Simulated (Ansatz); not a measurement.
# Si2NH6 (SMILES [SiH2]N[SiH3]): UHSE06/cc-pVDZ

What is the electronic atomisation energy of Si2NH6 at UHSE06/cc-pVDZ? 

Program for the calculation: Ansatz 0.2.0.

60 further runs of the same task are left out: 60 set aside as unsound or not needed.

### Step 1. The molecule

The species is Si2NH6 (9 atoms), meant as a doublet with charge 0. As SMILES, `[SiH2]N[SiH3]`. The coordinates come from a PBE0-D4/def2-TZVP relaxation. This is one conformer, not always the lowest.

Bond lengths: Si1–N2 1.730 Å, N2–Si3 1.731 Å, Si1–H4 1.491 Å, Si1–H5 1.494 Å, N2–H6 1.011 Å, Si3–H7 1.488 Å, Si3–H8 1.483 Å, Si3–H9 1.488 Å. Some angles: Si1–N2–Si3 128.1°, Si1–N2–H6 115.1°, Si3–N2–H6 116.2°, N2–Si1–H4 107.7°, N2–Si1–H5 108.7°, N2–Si3–H7 111.1°, N2–Si3–H8 107.0°, N2–Si3–H9 112.0°, H4–Si1–H5 110.7°, H7–Si3–H8 109.8°.

### Step 2. A single-point energy at UHSE06/cc-pVDZ

File in.yaml:

```yaml
crystal:
  periodic: [false, false, false]
  atoms:
    - symbol: Si
      position_ang: [-1.200900, 0.925300, -0.948400]
    - symbol: N
      position_ang: [0.196900, 0.625800, 0.025200]
    - symbol: Si
      position_ang: [0.611700, -0.820500, 0.880200]
    - symbol: H
      position_ang: [-1.616500, -0.372000, -1.554500]
    - symbol: H
      position_ang: [-0.842900, 1.913400, -2.010900]
    - symbol: H
      position_ang: [0.764100, 1.439300, 0.222200]
    - symbol: H
      position_ang: [1.982600, -1.276500, 0.525400]
    - symbol: H
      position_ang: [-0.378200, -1.853400, 0.488500]
    - symbol: H
      position_ang: [0.571600, -0.627700, 2.355400]
basis:
  gaussian:
    orbitals: cc-pVDZ
magnetization:
  spin_polarized: true
  initial_magnetization: 1
hamiltonian:
  xc: hse06
accuracy: high
output: {orbitals: {seedname: orbitals}}
```

Run with:

```
$ ansatz run in.yaml --threads 1 --pin off --max-ram 3480MiB --events-out events.jsonl --progress --plain --runs-dir runs
```

The program printed:

```text
Warning: RAYON_NUM_THREADS=1 ignored (pool sized by the plan → 1); use --threads N
Functional definition: HSE06
  name "HSE06"
  parameter a = 0.25
  parameter omega = 0.11/bohr
  exchange = pbe_x - a*pbe_x_sr(omega) + a*exact_x_sr(omega)
  correlation = pbe_c
1930 factors; integrals over basis functions are off by at most 3.8e-9 eV
103 factors; integrals over basis functions are off by at most 1.9e-9 eV
mean field evaluation 1: about -17328.0358 eV, gradient 3.5e1 eV
mean field evaluation 2: about -17312.9645 eV, gradient 6.3e1 eV
mean field evaluation 4: about -17333.1057 eV, gradient 1.4e0 eV
mean field evaluation 8: about -17333.2578 eV, gradient 3.7e-2 eV
mean field evaluation 16: about -17333.2578 eV, gradient 6.8e-5 eV
mean field -17333.25776866 eV, -636.9854740940 hartree, gradient 6.7e-8 eV, S^2 0.752218; 0 other end points of the search recorded, 0 dependent functions left out
reference -17333.25777226 eV, -636.9854742264 hartree; 21, 20 occupied and 59, 60 virtual orbitals, 1930 factors
Total energy: -17333.25777226 eV, -636.9854742264 hartree
```

Run time: 15 s. Hardware: 1 thread of Arm Neoverse V1, shared host; peak memory 0.39 GiB.

### Step 3. The H atom, same level

File job.yaml:

```yaml
basis:
  gaussian: {orbitals: cc-pVDZ}
crystal:
  periodic: [false, false, false]
  atoms:
    - symbol: H
      position_ang: [0.000000, 0.000000, 0.000000]
hamiltonian: {xc: {name: HSE06}}
accuracy: high
magnetization: {spin_polarized: true, initial_magnetization: 1}
```

Run the same way, it converges to -0.50000 Eh (log not shown).

### Step 4. The N atom

File run.yaml:

```yaml
crystal:
  periodic: [false, false, false]
  atoms:
    - {symbol: "N", position_ang: [0.000000, 0.000000, 0.000000]}
basis:
  gaussian: {orbitals: cc-pVDZ}
magnetization: {spin_polarized: true, initial_magnetization: 3}
accuracy: high
hamiltonian: {xc: {name: HSE06}}
```

Run the same way, it converges to -54.52802 Eh (log not shown).

### Step 5. The Si atom

File input.yaml:

```yaml
crystal:
  periodic: [false, false, false]
  atoms:
    - {symbol: Si, position_ang: [0.000000, 0.000000, 0.000000]}
basis:
  gaussian: {orbitals: cc-pVDZ}
magnetization: {spin_polarized: true, initial_magnetization: 2}
hamiltonian: {xc: {name: HSE06}}
accuracy: high
```

Run the same way, it converges to -289.24089 Eh (log not shown).

### Step 6. Results

At UHSE06/cc-pVDZ:

```
                                    quantity          value
                      molecule: total energy  -636.98547 Eh
molecule: HOMO energy (highest over α and β)       -4.97 eV
 molecule: LUMO energy (lowest over α and β)       -2.18 eV
                              molecule: ⟨S²⟩          0.752
                        H atom: total energy    -0.50000 Eh
                                H atom: ⟨S²⟩          0.750
                        N atom: total energy   -54.52802 Eh
                                N atom: ⟨S²⟩          3.752
                       Si atom: total energy  -289.24089 Eh
                               Si atom: ⟨S²⟩          2.004
               electronic atomisation energy      26.549 eV
```

Taking the molecule apart into free atoms costs 26.55 eV (2562 kJ/mol), before zero-point energy and without spin-orbit coupling.
